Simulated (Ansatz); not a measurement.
# ClFGe2H4O: the cost of one run

Program: Ansatz 0.2.0. Level of theory: RKS PBE/def2-SVP. These are calculated values, not measurements.

### 1 The system as given

Bond lengths: Ge1–Ge2 2.400 Å, Ge2–H3 1.550 Å, Ge2–H4 1.550 Å, Ge2–H5 1.550 Å, Ge1–O6 1.770 Å, O6–H7 1.010 Å, Ge1–Cl8 2.218 Å, Ge1–F9 1.679 Å. Angles: Ge1–Ge2–H3 109.5°, Ge1–Ge2–H4 109.5°, Ge1–Ge2–H5 109.5°, H3–Ge2–H4 109.4°, H3–Ge2–H5 109.4°, H4–Ge2–H5 109.4°, Ge2–Ge1–O6 109.4°, Ge2–Ge1–Cl8 109.5°, Ge2–Ge1–F9 109.5°, O6–Ge1–Cl8 109.5°, O6–Ge1–F9 109.5°, Cl8–Ge1–F9 109.5°, Ge1–O6–H7 109.5°.

Coordinates:

```xyz
9

Ge    0.0000    0.0000    0.0000
Ge    0.0000    0.0000    2.4000
H    -1.3958   -0.4318    2.9174
H     1.0719   -0.9929    2.9174
H     0.3240    1.4247    2.9174
O     1.6691    0.0000   -0.5894
H     1.9855   -0.9521   -0.7061
Cl   -1.0456    1.8115   -0.7393
F    -0.7913   -1.3709   -0.5594
```

### 2 Preparing the start

Contents of input.yaml:

```yaml
crystal:
  periodic: [false, false, false]
  atoms:
    - { symbol: Ge, position_ang: [0.0, 0.0, 0.0] }
    - { symbol: Ge, position_ang: [0.0, 0.0, 2.4] }
    - { symbol: H, position_ang: [-1.3958, -0.4318, 2.9174] }
    - { symbol: H, position_ang: [1.0719, -0.9929, 2.9174] }
    - { symbol: H, position_ang: [0.324, 1.4247, 2.9174] }
    - { symbol: O, position_ang: [1.6691, 0.0, -0.5894] }
    - { symbol: H, position_ang: [1.9855, -0.9521, -0.7061] }
    - { symbol: Cl, position_ang: [-1.0456, 1.8115, -0.7393] }
    - { symbol: F, position_ang: [-0.7913, -1.3709, -0.5594] }
basis:
  gaussian: { orbitals: def2-SVP }
hamiltonian:
  xc: pbe
relax:
  f_tol: 0.02
  max_steps: 40
```

Started as:

```console
$ ansatz run input.yaml --threads 2 --pin off --max-ram 3072MiB --backend cpu --events-out ev --progress --plain --runs-dir out
```

Q: Estimate wall time and peak memory on 2 threads of Intel Xeon 6975P-C (Granite Rapids), shared host.

About 32 s, with a peak of 0.21 GiB.
